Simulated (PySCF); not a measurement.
The system is NBF3H3, in a box.

```xyz
8
Lattice="12.0000 0.0000 0.0000 0.0000 12.0000 0.0000 0.0000 0.0000 13.0000" Properties=species:S:1:pos:R:3 pbc="T T T"
N     5.3908    5.7950    7.2983
B     6.4241    5.8861    5.9845
F     7.4137    4.9870    6.2745
F     5.6412    5.5353    4.9187
F     6.8362    7.1907    5.9732
H     4.6123    6.4347    7.1746
H     5.8863    6.0420    8.1493
H     5.0283    4.8513    7.3919
```

Base run:

| Property | Result |
| --- | --- |
| Program | PySCF 2.14.0 |
| Functional | B97-D |
| Dispersion | D3 |
| Potentials or basis | cc-pvdz (all-electron) |
| k mesh | 1 × 1 × 1 |
| Occupations | fixed |
| Spin | no spin polarisation |

Its results: gap between the frontier levels 7.39 eV.

Problem. The run is repeated on the same cell with these changes: functional from B97-D to TPSS. What comes out?

Solution. Gap between the frontier levels 7.56 eV.

Caveats: this is a molecule in a periodic box at the Γ point, so its band gap is the HOMO-LUMO gap; the basis of atomic orbitals isn't converged, which shifts pressures, moduli and gaps.

